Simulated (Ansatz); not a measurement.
**H₆MgO₂Si₂: up Jacob's ladder to CCSD(T)**

How much do the methods differ for H₆MgO₂Si₂? The plan is to run it at one geometry with functionals of several rungs and with coupled cluster. The yardstick is the atomisation energy at the CCSD(T) limit.

Method: functionals in def2-TZVPP, the program's frozen cores in correlated methods; program: Ansatz 0.2.0, Gaussian basis.

Levels to be run: LDA (SPW92), PBE-D4, revPBE-D4, BLYP-D4, r2SCAN-D4, B97M-V, PBE0-D4, B3LYP-D4, r2SCANh-D4, r2SCAN0-D4, HSE06-D4, BHLYP-D4, CAM-B3LYP-D4, LC-ωPBE, ωB97X-V, ωB97M-V, B2PLYP, PBE-QIDH; CCSD(T)/def2-SVP; CCSD(T)/def2-TZVPP; MP2/def2-QZVPP; extrapolation to the limit; RPA on PBE.

## Step 1: Structure used throughout

An earlier PBE0-D4 in a triple-zeta def2 set relaxation fixed the geometry.

11 atoms, charge 0, spin multiplicity 1.

Atoms are counted from 1 here; the program's logs count them from 0.

Bond lengths: Si1–O2 1.613 Å, Si1–H6 1.492 Å, Si1–H7 1.492 Å, Si1–H8 1.492 Å, O2–Mg3 1.783 Å, Mg3–O4 1.783 Å, O4–Si5 1.613 Å, Si5–H9 1.492 Å, Si5–H10 1.492 Å, Si5–H11 1.492 Å. Angles: O2–Si1–H6 111.2°, O2–Si1–H7 111.2°, O2–Si1–H8 111.2°, H6–Si1–H7 107.7°, H6–Si1–H8 107.7°, H7–Si1–H8 107.7°, Si1–O2–Mg3 179.7°, O2–Mg3–O4 180.0°, Mg3–O4–Si5 179.6°, O4–Si5–H9 111.2°, O4–Si5–H10 111.2°, O4–Si5–H11 111.2°, H9–Si5–H10 107.7°, H9–Si5–H11 107.7°, H10–Si5–H11 107.7°.

## Step 2: LDA

This LDA is Slater exchange with PW92 correlation.

Contents of in.yaml:

```yaml
crystal:
  periodic: [false, false, false]
  atoms:
    - {symbol: Si, position_ang: [-0.573580, 2.216760, 2.504910]}
    - {symbol: O, position_ang: [-0.294506, 1.156605, 1.321255]}
    - {symbol: Mg, position_ang: [0.010176, -0.010735, 0.007753]}
    - {symbol: O, position_ang: [0.314556, -1.177615, -1.306229]}
    - {symbol: Si, position_ang: [0.584697, -2.226121, -2.502268]}
    - {symbol: H, position_ang: [0.010534, 1.750618, 3.796246]}
    - {symbol: H, position_ang: [0.025296, 3.546744, 2.190845]}
    - {symbol: H, position_ang: [-2.036885, 2.417532, 2.716035]}
    - {symbol: H, position_ang: [1.378082, -3.396335, -2.025693]}
    - {symbol: H, position_ang: [-0.696012, -2.745820, -3.064280]}
    - {symbol: H, position_ang: [1.343141, -1.588834, -3.617975]}
basis:
  gaussian: {orbitals: def2-TZVPP}
hamiltonian: {xc: lda}
output: {orbitals: {seedname: orbitals}}
```

Run with:

```bash
$ ansatz run in.yaml --threads 4 --pin off --events-out ev --progress --plain --max-ram 10444MiB
```

The runs that follow: PBE-D4 (GGA); revPBE-D4 (GGA); BLYP-D4 (GGA); r2SCAN-D4 (meta-GGA); B97M-V (meta-GGA); B3LYP-D4 (hybrid); r2SCANh-D4 (hybrid); r2SCAN0-D4 (hybrid); HSE06-D4 (hybrid); BHLYP-D4 (hybrid); CAM-B3LYP-D4 (range-separated); LC-ωPBE (range-separated); ωB97X-V (range-separated); ωB97M-V (range-separated); B2PLYP (double hybrid); PBE-QIDH (double hybrid); CCSD(T) in def2-SVP; CCSD(T) in def2-TZVPP; MP2 in def2-QZVPP; RPA on PBE orbitals.

Before running them: what should the planned runs give, taken together? Wanted: atomisation energy, CCSD(T)/CBS; farthest beyond LDA; mean size of error, GGA; mean size of error, meta-GGA; mean size of error, hybrid; mean size of error, range-separated; mean size of error, double hybrid; gap, smallest and largest; T1 diagnostic.

As calculated:

```
                               quantity                                      value
        atomisation energy, CCSD(T)/CBS                              3704.9 kJ/mol
 functionals within 18.5 kJ/mol (0.5 %)       none; nearest ωB97X-V (-23.2 kJ/mol)
                    farthest beyond LDA                  revPBE-D4 (-163.2 kJ/mol)
                mean size of error, GGA                               113.2 kJ/mol
           mean size of error, meta-GGA                                40.9 kJ/mol
             mean size of error, hybrid                               103.6 kJ/mol
    mean size of error, range-separated                                46.0 kJ/mol
      mean size of error, double hybrid                                96.1 kJ/mol
              gap, smallest and largest  4.30 eV (LDA (SPW92)), 11.26 eV (LC-ωPBE)
                          T1 diagnostic                                     0.0113
triples share of the correlation energy                                      2.8 %
```

LDA overbinds by 345.4 kJ/mol (9 %). PBE-D4 misses by -90.6 kJ/mol. Double hybrids carry the basis error of their MP2 part in triple zeta, and no dispersion term here, so their miss is partly the set-up's. Taken by rung, meta-GGA functionals do best (40.9 kJ/mol on average) and GGA ones worst beyond LDA (113.2 kJ/mol). The gap between the best rungs is small, so their order is not settled. The reference freezes the cores and leaves out relativity and excitations past (T), so misses under about 18.5 kJ/mol can't be ranked. Hartree-Fock recovers 74 % of the binding; the rest is correlation. CCSD(T) in def2-SVP is off by -300.3 kJ/mol, worse than the median functional, from the basis alone. Orbital gaps span 4.3 to 11.3 eV; exact exchange widens them. Correlated methods include outer-core shells of Mg, which these sets cover unevenly.
